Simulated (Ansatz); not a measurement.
**WS2: the band gap up the ladder of functionals**

An exercise on one series of results from a longer session: the logs are not shown, and one member is left open.

The COD entry's cell or inner coordinates are ideal or old and differ from later refinements, so a difference from it is no clean test against experiment.

Code: Ansatz 0.2.0. PAW datasets, plane waves. No spin polarisation and no zero-point or thermal motion.

## The cell

The cell was relaxed beforehand with r2SCAN+rVV10.

It is hexagonal, P6_3/mmc (No. 194); a = 3.170 Å, c = 12.491 Å in the conventional setting, 18.12 Å³ an atom. Near W stand 6 S at 2.41 Å; near S stand 3 W at 2.41 Å.

Coordinates:

```
W S
1.0
     3.16994    0.00000    0.00000
    -1.58497    2.74525    0.00000
     0.00000    0.00000   12.49112
W S
2 4
Direct
  0.33333 0.66667 0.25000
  0.66667 0.33333 0.75000
  0.33333 0.66667 0.62489
  0.66667 0.33333 0.12489
  0.33333 0.66667 0.87511
  0.66667 0.33333 0.37511
```

The first run:

Contents of input.yaml:

```yaml
crystal:
  lattice:
    - [3.1699447091, 0.0, 0.0]
    - [-1.5849723546, 2.7452526467, 0.0]
    - [0.0, 0.0, 12.4911158352]
  atoms:
    - { symbol: W, position: [0.3333333333, 0.6666666667, 0.25] }
    - { symbol: W, position: [0.6666666667, 0.3333333333, 0.75] }
    - { symbol: S, position: [0.3333333333, 0.6666666667, 0.6248924628] }
    - { symbol: S, position: [0.6666666667, 0.3333333333, 0.1248924628] }
    - { symbol: S, position: [0.3333333333, 0.6666666667, 0.8751075372] }
    - { symbol: S, position: [0.6666666667, 0.3333333333, 0.3751075372] }
kpoints:
  mp_grid: { grid: [12, 12, 2] }
  band_path:
    path:
      - [[0.0, 0.0, 0.0], [0.5, -7.171953063058e-17, 0.0], [0.3333333333333, 0.3333333333333, 0.0], [0.0, 0.0, 0.0], [0.0, 0.0, 0.5], [0.5, -7.171953063058e-17, 0.5], [0.3333333333333, 0.3333333333333, 0.5], [0.0, 0.0, 0.5]]
      - [[0.5, -7.171953063058e-17, 0.5], [0.5, -7.171953063058e-17, 0.0]]
      - [[0.3333333333333, 0.3333333333333, 0.5], [0.3333333333333, 0.3333333333333, 0.0]]
    npoints: 10
hamiltonian:
  xc: pbe
scf:
  occupations: { method: fermi_dirac, width: 0.02 }
  n_extra_bands: 5
output:
  forces: true
  stress: true
  eigenvalues: true
```

Launch:

```console
$ ansatz run input.yaml --threads 4 --pin off --max-ram 9216MiB --backend cpu --events-out ev --progress --plain --runs-dir out
```

Among the steps run: Band structure with PBE; r2SCAN at the same geometry; Single point with HSE06; PBE+SOC at the same geometry; PBE0; Single point with LDA; One-shot GW from PBE; G0W0 on PBE; DDH-PBE0 at the same geometry; r2SCAN0 at the same geometry.

One of the session's tables, all rows but one given; the rest of the session is left out.

```
                     level  gap (eV)
                       PBE      1.05
                    r2SCAN      1.16
                     HSE06      1.58
                   PBE+SOC         ?
                      PBE0      2.24
                       LDA      0.97
G0W0@PBE (324 empty bands)      1.43
G0W0@PBE (596 empty bands)      1.46
                  DDH-PBE0      1.47
                   r2SCAN0      2.32
```

Estimate the missing values for PBE+SOC.

**Answer.** gap (eV): 1.00. In the column «gap (eV)» it lies between LDA (0.97) and PBE (1.05).

Meshes: PBE 12×12×2, r2SCAN 12×12×2, HSE06 6×6×2, PBE+SOC 12×12×2, PBE0 6×6×2, LDA 12×12×2, DDH-PBE0 6×6×2, r2SCAN0 6×6×2

LDA gives the least gap, 0.97 eV, and r2SCAN0 the largest, 2.32 eV. Against G0W0@PBE, PBE is short by 0.41 eV, at 72 % of it, and r2SCAN 79 %. PBE0 lies 0.66 eV above HSE06, which differs from it by screening the long-range exchange. Spin-orbit coupling changes the PBE gap by -0.05 eV, which is little. G0W0 values are finite-basis, finite-mesh values. All values are for fixed nuclei; lattice motion, which mostly narrows measured gaps, is not included.

Caveats from the session: Warnings in the runs' records: stress scf threshold loose, stress exchange threshold loose.
